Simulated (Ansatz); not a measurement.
# Cl3GeHSe: up Jacob's ladder to CCSD(T)

One table from this session's results is given with a row withheld; the runs are named, their logs left out.

The runs use Ansatz 0.2.0, Gaussian basis; functionals in def2-TZVPP, the program's frozen cores in correlated methods.

The runs, in order: LDA (SPW92), PBE-D4, revPBE-D4, BLYP-D4, r2SCAN-D4, B97M-V, PBE0-D4, B3LYP-D4, r2SCANh-D4, r2SCAN0-D4, HSE06-D4, BHLYP-D4, CAM-B3LYP-D4, LC-ωPBE, ωB97X-V, ωB97M-V, B2PLYP, PBE-QIDH; CCSD(T)/def2-SVP; CCSD(T)/def2-TZVPP; MP2/def2-QZVPP; extrapolation to the limit; RPA on PBE.

**The geometry**

All runs share one geometry, relaxed beforehand with PBE0-D4 in a triple-zeta def2 set.

SMILES `[Cl][Ge]([Cl])([Cl])[SeH]`, 6 atoms, charge 0, spin multiplicity 1.

Atoms are counted from 1 here; the program's logs count them from 0.

Bond lengths: Cl1–Ge2 2.131 Å, Ge2–Cl3 2.127 Å, Ge2–Cl4 2.131 Å, Ge2–Se5 2.323 Å, Se5–H6 1.470 Å. Angles: Cl1–Ge2–Cl3 108.8°, Cl1–Ge2–Cl4 106.5°, Cl1–Ge2–Se5 112.7°, Cl3–Ge2–Cl4 108.7°, Cl3–Ge2–Se5 107.3°, Cl4–Ge2–Se5 112.8°, Ge2–Se5–H6 90.7°.

Set-up of the first run:

The input, in.yaml:

```yaml
crystal:
  periodic: [false, false, false]
  atoms:
    - {symbol: Cl, position_ang: [-0.854261, -1.027354, 1.775305]}
    - {symbol: Ge, position_ang: [0.213771, -0.419155, 0.034212]}
    - {symbol: Cl, position_ang: [2.203450, -1.160980, 0.158524]}
    - {symbol: Cl, position_ang: [-0.757099, -1.339968, -1.624563]}
    - {symbol: Se, position_ang: [0.351229, 1.890876, -0.173405]}
    - {symbol: H, position_ang: [-1.115090, 1.992581, -0.216275]}
basis:
  gaussian: {orbitals: def2-TZVPP}
hamiltonian: {xc: lda}
output: {orbitals: {seedname: orbitals}}
```

The run is started by

```sh
$ ansatz run in.yaml --threads 4 --pin off --events-out ev --progress --plain --max-ram 10444MiB
```

Steps of the session up to this table: LDA; PBE-D4 (GGA); revPBE-D4 (GGA); BLYP-D4 (GGA); r2SCAN-D4 (meta-GGA); B97M-V (meta-GGA); PBE0-D4 (hybrid); B3LYP-D4 (hybrid); r2SCANh-D4 (hybrid); r2SCAN0-D4 (hybrid); HSE06-D4 (hybrid); BHLYP-D4 (hybrid); CAM-B3LYP-D4 (range-separated); LC-ωPBE (range-separated); ωB97X-V (range-separated); ωB97M-V (range-separated); B2PLYP (double hybrid); PBE-QIDH (double hybrid).

One table of the session follows, with a row left open; its other results are not shown here.

It belongs to the step «Orbital energies across the functionals». 

```
  functional  HOMO (eV)  LUMO (eV)  gap (eV)
 LDA (SPW92)      -6.86      -3.36      3.50
      PBE-D4      -6.70      -3.06      3.64
   revPBE-D4      -6.65      -2.96      3.69
     BLYP-D4      -6.52      -3.00      3.52
   r2SCAN-D4      -7.02      -2.89      4.13
      B97M-V      -7.08      -2.74      4.34
     PBE0-D4      -7.91      -2.16      5.75
    B3LYP-D4      -7.65      -2.45      5.20
  r2SCANh-D4      -7.46      -2.56      4.90
  r2SCAN0-D4      -8.11      -2.06      6.05
    HSE06-D4      -7.51      -2.53      4.99
    BHLYP-D4      -8.94      -1.17      7.77
CAM-B3LYP-D4          ?          ?         ?
     LC-ωPBE     -10.61       0.04     10.65
     ωB97X-V     -10.24      -0.03     10.21
     ωB97M-V     -10.08      -0.17      9.91
```

Estimate the missing values for CAM-B3LYP-D4.

The run gave: HOMO (eV): -9.20; LUMO (eV): -1.16; gap (eV): 8.04. In the column «HOMO (eV)» it lies between ωB97M-V (-10.08) and BHLYP-D4 (-8.94).
